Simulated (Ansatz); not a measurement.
**LuPd: lattice vibrations and screening**

This session takes LuPd and sets out to find the equilibrium cell, tighten the relaxation for response calculations and compute the phonons at Γ and, if it has a gap, its response to an electric field.

Computed with Ansatz 0.2.0 (DFT PBEsol, scalar-relativistic, plane waves, PAW, unless a step's input says otherwise).

**1. The structure to begin with**

Symmetry: Pm-3m, No. 221, cubic system. The conventional cell has a = 3.415 Å, b = 3.415 Å, c = 3.415 Å, α = 90.00°, β = 90.00°, γ = 90.00°. Around Lu (site symmetry m-3m) lie 8 Pd at 2.96 Å. Around Pd (site symmetry m-3m) lie 8 Lu at 2.96 Å.

As a file:

```xyz
2
Lattice="3.4150 0.0000 0.0000 0.0000 3.4150 0.0000 0.0000 0.0000 3.4150" Properties=species:S:1:pos:R:3 pbc="T T T"
Lu    0.0000    0.0000    0.0000
Pd    1.7075    1.7075    1.7075
```

The structure comes from the Crystallography Open Database.

(A quick probe on a coarse mesh, which set the mesh and smearing, is not shown.)

**3. The relaxation**

input.yaml reads:

```yaml
crystal:
  lattice:
    - [3.415, 0.0, 0.0]
    - [0.0, 3.415, 0.0]
    - [0.0, 0.0, 3.415]
  atoms:
    - { symbol: Lu, position: [0.0, 0.0, 0.0] }
    - { symbol: Pd, position: [0.5, 0.5, 0.5] }
basis:
  ecutwfc: 420
kpoints:
  mp_grid: { grid: [12, 12, 12] }
hamiltonian:
  xc: pbesol
scf:
  occupations: { method: gaussian, width: 0.1 }
output:
  forces: true
  stress: true
  eigenvalues: true
  write_density: true
  write_potential: true
  elf: true
  volumetric_format: npy
relax:
  adjacent_minimum: "off"
  f_tol: 0.005
  max_steps: 80
  cell: { stress_tol: 0.05 }
```

Run with:

```bash
$ ansatz run input.yaml --threads 1 --pin off --max-ram 2560MiB --backend cpu --events-out ev --progress --plain --runs-dir out
```

Further runs follow: relaxing to 0.001 eV/Å, with the smearing for a metal; phonons at the zone centre.

Before running it: what results should come out? Wanted: relaxed cell; volume; optical modes at Γ.

The runs gave:

| quantity | value |
| --- | --- |
| relaxed cell | a = 3.391 Å, b = 3.391 Å, c = 3.391 Å, α = 90.00°, β = 90.00°, γ = 90.00° |
| space group (0.01 Å) | Pm-3m (No. 221) |
| volume | 19.49 Å³/atom |
| optical modes at Γ | 115 cm⁻¹ |

In words: The cell shrank by 2.1 % in volume on relaxing. The start is a reported cell, which holds thermal expansion that this zero-temperature run lacks. All optical modes at Γ are real, so no distortion that keeps the cell lowers the energy to second order; that says nothing of other wave vectors. Spin-orbit coupling is left out for Lu. In a metal such response values depend on mesh and smearing, which were not converged here.
